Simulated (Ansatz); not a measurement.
# CH4BBr: interaction energy of a dimer with the counterpoise correction

How strongly do two molecules of CH4BBr bind, and how much of that is basis error? The task is the interaction energy of a dimer with the counterpoise correction, for CH4BBr. SMILES: BCBr.

Computed with the Python package of Ansatz 0.2.0. Level of theory: B3LYP/def2-SVP.

### 1 Starting point

Bond lengths: B1–C2 1.610 Å, C2–Br3 1.960 Å, B1–H4 1.181 Å, B1–H5 1.151 Å, C2–H6 1.116 Å, C2–H7 1.113 Å. Angles: B1–C2–Br3 111.2°, B1–C2–H6 108.6°, B1–C2–H7 109.9°, Br3–C2–H6 109.2°, Br3–C2–H7 110.3°, H6–C2–H7 107.5°, C2–B1–H4 116.6°, C2–B1–H5 120.3°, H4–B1–H5 122.8°.

The script holds or builds the structure itself.

### 2 Script

run_dimer.py

```python
'''Interaction energy of two CH4BBr molecules, with the counterpoise correction.'''

import ansatz as az

FIRST = [
    ('B', (-0.1336, -0.957, -0.1313)),
    ('C', (0.2316, 0.5731, 0.2123)),
    ('Br', (-0.976, 1.8145, -0.7063)),
    ('H', (-0.0814, -1.2715, -1.2683)),
    ('H', (-0.5083, -1.6646, 0.6951)),
    ('H', (1.2802, 0.7708, -0.1148)),
    ('H', (0.1872, 0.7345, 1.3131)),
]
SECOND = [
    ('B', (3.5931, 2.3473, -3.6569)),
    ('C', (2.0866, 1.7889, -3.551)),
    ('Br', (2.0269, 0.0881, -2.578)),
    ('H', (4.3764, 1.6569, -4.2085)),
    ('H', (3.886, 3.3312, -3.137)),
    ('H', (1.6903, 1.636, -4.5831)),
    ('H', (1.438, 2.5431, -3.0507)),
]

def energy(atoms, ghosts=()):
    molecule = az.Crystal.molecule()
    for symbol, xyz in atoms:
        molecule = molecule.atom(symbol, xyz)
    calc = (
        molecule.calculation()
        .basis(gaussian='def2-SVP')  # atom-centred Gaussian functions
        .functional('B3LYP')
    )
    deck = calc.input()
    if ghosts:
        deck = deck.set(az.key.basis.gaussian.ghost_atoms, [{'symbol': s, 'position_ang': list(xyz)} for s, xyz in ghosts])
    return az.Session.from_dict(deck).plan().execute().report['free_energy_ev']


def main() -> None:
    # monomers in their own basis and in the basis of the dimer
    both = energy(FIRST + SECOND)
    alone = energy(FIRST) + energy(SECOND)
    ghosted = energy(FIRST, SECOND) + energy(SECOND, FIRST)
    print(f'dimer {both:.6f} eV')
    print(f'interaction, uncorrected   {(both - alone):8.3f} eV')
    print(f'interaction, counterpoise  {(both - ghosted):8.3f} eV')
    print(f'basis-set superposition    {(alone - ghosted):8.3f} eV')


if __name__ == '__main__':
    main()
```

### 3 The input behind the calls

The engine receives this input (first run):

```yaml
crystal:
  periodic: [false, false, false]
  atoms:
    - { symbol: B, position_ang: [-0.1336, -0.957, -0.1313] }
    - { symbol: C, position_ang: [0.2316, 0.5731, 0.2123] }
    - { symbol: Br, position_ang: [-0.976, 1.8145, -0.7063] }
    - { symbol: H, position_ang: [-0.0814, -1.2715, -1.2683] }
    - { symbol: H, position_ang: [-0.5083, -1.6646, 0.6951] }
    - { symbol: H, position_ang: [1.2802, 0.7708, -0.1148] }
    - { symbol: H, position_ang: [0.1872, 0.7345, 1.3131] }
    - { symbol: B, position_ang: [3.5931, 2.3473, -3.6569] }
    - { symbol: C, position_ang: [2.0866, 1.7889, -3.551] }
    - { symbol: Br, position_ang: [2.0269, 0.0881, -2.578] }
    - { symbol: H, position_ang: [4.3764, 1.6569, -4.2085] }
    - { symbol: H, position_ang: [3.886, 3.3312, -3.137] }
    - { symbol: H, position_ang: [1.6903, 1.636, -4.5831] }
    - { symbol: H, position_ang: [1.438, 2.5431, -3.0507] }
basis:
  gaussian:
    orbitals: def2-SVP
hamiltonian:
  xc: b3lyp
```

### 4 Launch

On the command line:

```
python run_dimer.py
```

The program printed:

```text
dimer -143630.074638 eV
interaction, uncorrected      0.116 eV
interaction, counterpoise     0.183 eV
basis-set superposition       0.067 eV
```

Run time: 23 s. Hardware: 1 thread of Arm Neoverse V2, shared host; peak memory 0.51 GiB.

### 5 What changed from run to run

The engine's inputs for some of the other runs:

Run 2, against run 1:

```diff
@@ -11,7 +10,0 @@
-    - { symbol: B, position_ang: [3.5931, 2.3473, -3.6569] }
-    - { symbol: C, position_ang: [2.0866, 1.7889, -3.551] }
-    - { symbol: Br, position_ang: [2.0269, 0.0881, -2.578] }
-    - { symbol: H, position_ang: [4.3764, 1.6569, -4.2085] }
-    - { symbol: H, position_ang: [3.886, 3.3312, -3.137] }
-    - { symbol: H, position_ang: [1.6903, 1.636, -4.5831] }
-    - { symbol: H, position_ang: [1.438, 2.5431, -3.0507] }
```

Run 3, against run 1:

```diff
@@ -4,7 +3,0 @@
-    - { symbol: B, position_ang: [-0.1336, -0.957, -0.1313] }
-    - { symbol: C, position_ang: [0.2316, 0.5731, 0.2123] }
-    - { symbol: Br, position_ang: [-0.976, 1.8145, -0.7063] }
-    - { symbol: H, position_ang: [-0.0814, -1.2715, -1.2683] }
-    - { symbol: H, position_ang: [-0.5083, -1.6646, 0.6951] }
-    - { symbol: H, position_ang: [1.2802, 0.7708, -0.1148] }
-    - { symbol: H, position_ang: [0.1872, 0.7345, 1.3131] }
```

Run 4, against run 1:

```diff
@@ -11,7 +10,0 @@
-    - { symbol: B, position_ang: [3.5931, 2.3473, -3.6569] }
-    - { symbol: C, position_ang: [2.0866, 1.7889, -3.551] }
-    - { symbol: Br, position_ang: [2.0269, 0.0881, -2.578] }
-    - { symbol: H, position_ang: [4.3764, 1.6569, -4.2085] }
-    - { symbol: H, position_ang: [3.886, 3.3312, -3.137] }
-    - { symbol: H, position_ang: [1.6903, 1.636, -4.5831] }
-    - { symbol: H, position_ang: [1.438, 2.5431, -3.0507] }
@@ -20,0 +14,8 @@
+    ghost_atoms:
+      - { symbol: B, position_ang: [3.5931, 2.3473, -3.6569] }
+      - { symbol: C, position_ang: [2.0866, 1.7889, -3.551] }
+      - { symbol: Br, position_ang: [2.0269, 0.0881, -2.578] }
+      - { symbol: H, position_ang: [4.3764, 1.6569, -4.2085] }
+      - { symbol: H, position_ang: [3.886, 3.3312, -3.137] }
+      - { symbol: H, position_ang: [1.6903, 1.636, -4.5831] }
+      - { symbol: H, position_ang: [1.438, 2.5431, -3.0507] }
```

Lines on the test bed's own set-up are left out of the output.

### 6 The runs side by side

One row for each of the 5 runs:

```
run     system  ghost atoms   energy (eV)  SCF cycles  CPU time (s)
  1  C2H8B2Br2      not set  -143630.0746          17           8.5
  2     CH4BBr      not set   -71815.0952          15           1.7
  3     CH4BBr      not set   -71815.0953          15           1.7
  4     CH4BBr  a list of 7   -71815.1174          14           5.5
  5     CH4BBr  a list of 7   -71815.1400          14           4.9
```

Totals carry meaning only in balanced differences at one level of theory.

### 7 Summary of results

```
                        quantity     value
 interaction energy, uncorrected  0.116 eV
interaction energy, counterpoise  0.183 eV
                   runs compared         5
```

What this shows: The pair is unbound at this geometry and level. Uncorrected it is 0.116 eV, with the counterpoise correction 0.183 eV; the difference, 0.07 eV, is the superposition error. The pose is repulsive. Caveats:
- The dimer is a generated trial pose of unrelaxed monomers, not a minimum, so the figure is no binding energy, and the basis set is small.
- b3lyp holds the VWN-RPA fit, as in Gaussian; the form of ORCA and Turbomole is b3lyp5.
- This level lacks the dispersion part of the attraction (electrostatics and induction are there), which can decide the sign where the interaction is weak.
